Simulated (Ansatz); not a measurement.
**C₃H₃LiO₂: taking an electron away**

An exercise on one series of results from a longer session: the logs are not shown, and one member is left open.

Program: Ansatz 0.2.0, Gaussian basis. Level of theory: unrestricted cation, the program's frozen cores in correlated methods. These are calculated values, not measurements.

Levels to be run: UKS PBE-D4/def2-TZVPP; UKS r2SCAN-D4/def2-TZVPP; UKS PBE0-D4/def2-TZVPP; UKS B3LYP-D4/def2-TZVPP; UKS wB97X-V/def2-TZVPP; UKS wB97M-V/def2-TZVPP; UKS B2PLYP/def2-TZVPP; UHF-CCSD(T)/def2-TZVPP; UHF-MP2/def2-QZVPP; extrapolation to the limit; then −ε(HOMO) from the neutral's earlier runs with LDA (SPW92), PBE-D4, revPBE-D4, BLYP-D4, r2SCAN-D4, B97M-V, PBE0-D4, B3LYP-D4, r2SCANh-D4, r2SCAN0-D4, HSE06-D4, BHLYP-D4, CAM-B3LYP-D4, LC-ωPBE, ωB97X-V, ωB97M-V.

## The relaxed structure

An earlier PBE0-D4 in a triple-zeta def2 set relaxation fixed the geometry.

9 atoms, charge 0, spin multiplicity 1.

Atoms are counted from 1 here; the program's logs count them from 0.

Bond lengths: Li1–O2 1.782 Å, Li1–O6 1.782 Å, O2–C3 1.256 Å, C3–C4 1.400 Å, C3–H7 1.102 Å, C4–C5 1.400 Å, C4–H8 1.083 Å, C5–O6 1.256 Å, C5–H9 1.102 Å. Angles: O2–Li1–O6 108.4°, Li1–O2–C3 116.4°, O2–C3–C4 127.2°, O2–C3–H7 116.8°, C4–C3–H7 116.0°, C3–C4–C5 124.5°, C3–C4–H8 117.8°, C5–C4–H8 117.8°, C4–C5–O6 127.2°, C4–C5–H9 116.0°, O6–C5–H9 116.8°, Li1–O6–C5 116.4°.

As a file:

```xyz
9

Li    0.0616    0.8709   -1.9785
O     1.1323   -0.4227   -1.3831
C     0.9465   -0.8000   -0.1996
C    -0.0082   -0.3169    0.7025
C    -0.9325    0.6933    0.4129
O    -1.0598    1.3191   -0.6687
H     1.6050   -1.5998    0.1765
H    -0.0341   -0.7552    1.6921
H    -1.6222    0.9650    1.2286
```

The first run:

The input, in.yaml:

```yaml
crystal:
  periodic: [false, false, false]
  atoms:
    - {symbol: Li, position_ang: [0.061603, 0.870910, -1.978474]}
    - {symbol: O, position_ang: [1.132307, -0.422676, -1.383135]}
    - {symbol: C, position_ang: [0.946463, -0.799990, -0.199625]}
    - {symbol: C, position_ang: [-0.008241, -0.316889, 0.702532]}
    - {symbol: C, position_ang: [-0.932534, 0.693317, 0.412921]}
    - {symbol: O, position_ang: [-1.059785, 1.319061, -0.668689]}
    - {symbol: H, position_ang: [1.604990, -1.599830, 0.176498]}
    - {symbol: H, position_ang: [-0.034064, -0.755208, 1.692143]}
    - {symbol: H, position_ang: [-1.622240, 0.965006, 1.228628]}
basis:
  gaussian: {orbitals: def2-TZVPP}
total_charge: 1
magnetization: {spin_polarized: true, initial_magnetization: 1}
hamiltonian: {xc: pbe, dispersion: d4}
```

Command:

```
> ansatz run in.yaml --threads 2 --pin off --events-out ev --progress --plain --max-ram 32768MiB --backend cpu
```

Steps of the session up to this table: Cation, UKS PBE-D4/def2-TZVPP; Cation, UKS r2SCAN-D4/def2-TZVPP; Cation, UKS PBE0-D4/def2-TZVPP; Cation, UKS B3LYP-D4/def2-TZVPP; Cation, UKS wB97X-V/def2-TZVPP; Cation, UKS wB97M-V/def2-TZVPP; Cation, UKS B2PLYP (frozen core)/def2-TZVPP; Cation, UHF-CCSD(T)/def2-TZVPP; Cation, UHF-MP2/def2-QZVPP.

One of the session's tables, all rows but one given; the rest of the session is left out.

For comparison, −ε(HOMO) of the neutral from earlier runs:

| functional | −ε(HOMO) (eV) |
| --- | --- |
| LDA (SPW92) | 5.65 |
| PBE-D4 | 5.40 |
| revPBE-D4 | 5.31 |
| BLYP-D4 | 5.27 |
| r2SCAN-D4 | 5.57 |
| B97M-V | 5.55 |
| PBE0-D4 | 6.43 |
| B3LYP-D4 | 6.25 |
| r2SCANh-D4 | 5.97 |
| r2SCAN0-D4 | 6.57 |
| HSE06-D4 | 6.03 |
| BHLYP-D4 | ? |
| CAM-B3LYP-D4 | 7.69 |
| LC-ωPBE | 8.90 |
| ωB97X-V | 8.58 |
| ωB97M-V | 8.52 |

**Question.** Estimate the row for BHLYP-D4.

Worked estimate for «−ε(HOMO) (eV)». Against the share of exact exchange, BLYP-D4 (0, 5.27), B3LYP-D4 (0.2, 6.25) give a slope of 4.90 per unit share; at 0.5 the line stands at 7.72.

**Answer.** −ε(HOMO) (eV): 7.36. In «−ε(HOMO) (eV)» the line misses by +0.36.
